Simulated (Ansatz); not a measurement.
# C₂H₉BGe: up Jacob's ladder to CCSD(T)

An exercise on one series of results from a longer session: the logs are not shown, and one member is left open.

The runs use Ansatz 0.2.0, Gaussian basis; functionals in def2-TZVPP, the program's frozen cores in correlated methods.

Plan: LDA (SPW92), PBE-D4, revPBE-D4, BLYP-D4, r2SCAN-D4, B97M-V, PBE0-D4, B3LYP-D4, r2SCANh-D4, r2SCAN0-D4, HSE06-D4, BHLYP-D4, CAM-B3LYP-D4, LC-ωPBE, ωB97X-V, ωB97M-V, B2PLYP, PBE-QIDH; CCSD(T)/def2-SVP; CCSD(T)/def2-TZVPP; MP2/def2-QZVPP; extrapolation to the limit; RPA on PBE.

## The geometry

All runs share one geometry, relaxed beforehand with PBE0-D4 in a triple-zeta def2 set.

SMILES `C[B](C)[GeH3]`, 13 atoms, charge 0, spin multiplicity 1.

Atoms are counted from 1 here; the program's logs count them from 0.

Bond lengths: C1–B2 1.558 Å, C1–H5 1.092 Å, C1–H6 1.103 Å, C1–H7 1.094 Å, B2–C3 1.559 Å, B2–Ge4 2.080 Å, C3–H8 1.094 Å, C3–H9 1.103 Å, C3–H10 1.092 Å, Ge4–H11 1.544 Å, Ge4–H12 1.542 Å, Ge4–H13 1.544 Å. Angles: B2–C1–H5 114.8°, B2–C1–H6 105.0°, B2–C1–H7 114.5°, H5–C1–H6 105.1°, H5–C1–H7 109.9°, H6–C1–H7 106.5°, C1–B2–C3 121.3°, C1–B2–Ge4 120.1°, C3–B2–Ge4 118.7°, B2–C3–H8 113.9°, B2–C3–H9 104.7°, B2–C3–H10 115.7°, H8–C3–H9 106.0°, H8–C3–H10 109.8°, H9–C3–H10 105.8°, B2–Ge4–H11 111.1°, B2–Ge4–H12 114.3°, B2–Ge4–H13 110.9° and more.

The first run:

in.yaml reads:

```yaml
crystal:
  periodic: [false, false, false]
  atoms:
    - {symbol: C, position_ang: [-0.180906, 1.601634, -0.483657]}
    - {symbol: B, position_ang: [0.114147, 0.171678, 0.059853]}
    - {symbol: C, position_ang: [1.273465, -0.087274, 1.069479]}
    - {symbol: Ge, position_ang: [-1.045542, -1.439181, -0.561691]}
    - {symbol: H, position_ang: [-0.538730, 1.635127, -1.515331]}
    - {symbol: H, position_ang: [-1.023203, 1.970129, 0.125233]}
    - {symbol: H, position_ang: [0.636488, 2.315725, -0.348843]}
    - {symbol: H, position_ang: [1.561633, 0.795028, 1.648720]}
    - {symbol: H, position_ang: [2.143228, -0.334347, 0.438327]}
    - {symbol: H, position_ang: [1.138853, -0.940493, 1.737365]}
    - {symbol: H, position_ang: [-1.773877, -2.093198, 0.632672]}
    - {symbol: H, position_ang: [-2.120169, -1.081781, -1.608803]}
    - {symbol: H, position_ang: [-0.164891, -2.547846, -1.178523]}
basis:
  gaussian: {orbitals: def2-TZVPP}
hamiltonian: {xc: lda}
output: {orbitals: {seedname: orbitals}}
```

Steps of the session up to this table: LDA; PBE-D4 (GGA); revPBE-D4 (GGA); BLYP-D4 (GGA); r2SCAN-D4 (meta-GGA); B97M-V (meta-GGA); PBE0-D4 (hybrid); B3LYP-D4 (hybrid); r2SCANh-D4 (hybrid); r2SCAN0-D4 (hybrid); HSE06-D4 (hybrid); BHLYP-D4 (hybrid); CAM-B3LYP-D4 (range-separated); LC-ωPBE-D4 (range-separated; the results give it without D4); ωB97X-V (range-separated); ωB97M-V (range-separated); B2PLYP (double hybrid); PBE-QIDH (double hybrid).

One of the session's tables, all rows but one given; the rest of the session is left out.

It belongs to the step «Frontier levels by functional». 

```
  functional  HOMO (eV)  gap (eV)
 LDA (SPW92)      -6.46      4.06
      PBE-D4          ?         ?
   revPBE-D4      -6.32      4.22
     BLYP-D4      -6.27      4.23
   r2SCAN-D4      -6.61      4.74
      B97M-V      -6.70      4.80
     PBE0-D4      -7.53      6.29
    B3LYP-D4      -7.36      5.92
  r2SCANh-D4      -7.04      5.49
  r2SCAN0-D4      -7.69      6.63
    HSE06-D4      -7.13      5.51
    BHLYP-D4      -8.63      8.45
CAM-B3LYP-D4      -8.86      8.77
     LC-ωPBE     -10.16     11.23
     ωB97X-V      -9.83     10.78
     ωB97M-V      -9.66     10.39
```

Q: Estimate the row for PBE-D4 from the others.

**Answer.** HOMO (eV): -6.37; gap (eV): 4.17. In the column «HOMO (eV)» it lies between LDA (SPW92) (-6.46) and revPBE-D4 (-6.32).
